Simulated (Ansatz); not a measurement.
# TiNH3+ (sextet): from Hartree-Fock to the top rungs, def2-TZVPP

An exercise on one series of results from a longer session: the logs are not shown, and one member is left open.

Program: Ansatz 0.2.0, Gaussian basis. Level of theory: def2-TZVPP, core rule «outside noble gas», up to 10 orbitals frozen. These are calculated values, not measurements.

The runs, in order: UHF; CCSD(T) on ROHF; CCSD(T) on UHF; CCSDT(Q) on ROHF; CCSDT(Q) on UHF.

5 further runs of the same task are left out: 1 for a known fault of the program, 1 that didn't finish, 3 set aside as unsound or not needed.

**The system**

The geometry is a PBE0/def2-TZVP stationary point (not a proven minimum) of the parent state, kept for this charge and spin.

5 atoms, charge 1, spin multiplicity 6.

Atoms are counted from 1 here; the program's logs count them from 0.

Bond lengths: Ti1–N2 2.183 Å, N2–H3 1.020 Å, N2–H4 1.020 Å, N2–H5 1.020 Å. Angles: Ti1–N2–H3 112.8°, Ti1–N2–H4 112.8°, Ti1–N2–H5 112.8°, H3–N2–H4 106.0°, H3–N2–H5 106.0°, H4–N2–H5 106.0°.

The first run:

in.yaml

```yaml
crystal:
  periodic: [false, false, false]
  atoms:
    - {symbol: Ti, position_ang: [-0.591140, 0.004192, 0.003728]}
    - {symbol: N, position_ang: [1.591360, -0.011285, -0.010035]}
    - {symbol: H, position_ang: [1.979722, -0.954494, -0.007646]}
    - {symbol: H, position_ang: [1.994844, 0.460308, 0.799455]}
    - {symbol: H, position_ang: [1.984513, 0.451928, -0.829388]}
basis:
  gaussian: {orbitals: def2-TZVPP}
total_charge: 1
magnetization: {spin_polarized: true, initial_magnetization: 5}
hamiltonian: {xc: hf}
output: {orbitals: {seedname: orbitals}}
```

On the command line:

```sh
$ ansatz run in.yaml --threads 1 --pin off --events-out ev --progress --plain --max-ram 4096MiB --backend cpu
```

Among the steps run: UHF; CCSD(T) on ROHF; CCSD(T) on UHF; CCSDT(Q) on ROHF; CCSDT(Q) on UHF.

One of the session's tables, all rows but one given; the rest of the session is left out.

```
   method  from RCCSDT(Q) (meV)
     ROHF               +7173.2
      UHF               +6969.7
     RMP2                +975.7
     UMP2                +889.0
    RCCSD                +236.3
    UCCSD                +142.2
 RCCSD(T)                 +34.3
 UCCSD(T)                 -57.3
   RCCSDT                  +6.9
   UCCSDT                     ?
RCCSDT(Q)                     0
UCCSDT(Q)                 -92.1
```

Q: Estimate the row for UCCSDT from the others.

The run gave: from RCCSDT(Q) (meV): -84.5. In the column «from RCCSDT(Q) (meV)» it lies between UCCSDT(Q) (-92.1) and UCCSD(T) (-57.3).

Limits of these values: Restricted and unrestricted rows rest on different reference determinants; where their highest levels disagree by more than a few hundredths of an eV, they describe different states and don't form one ladder.
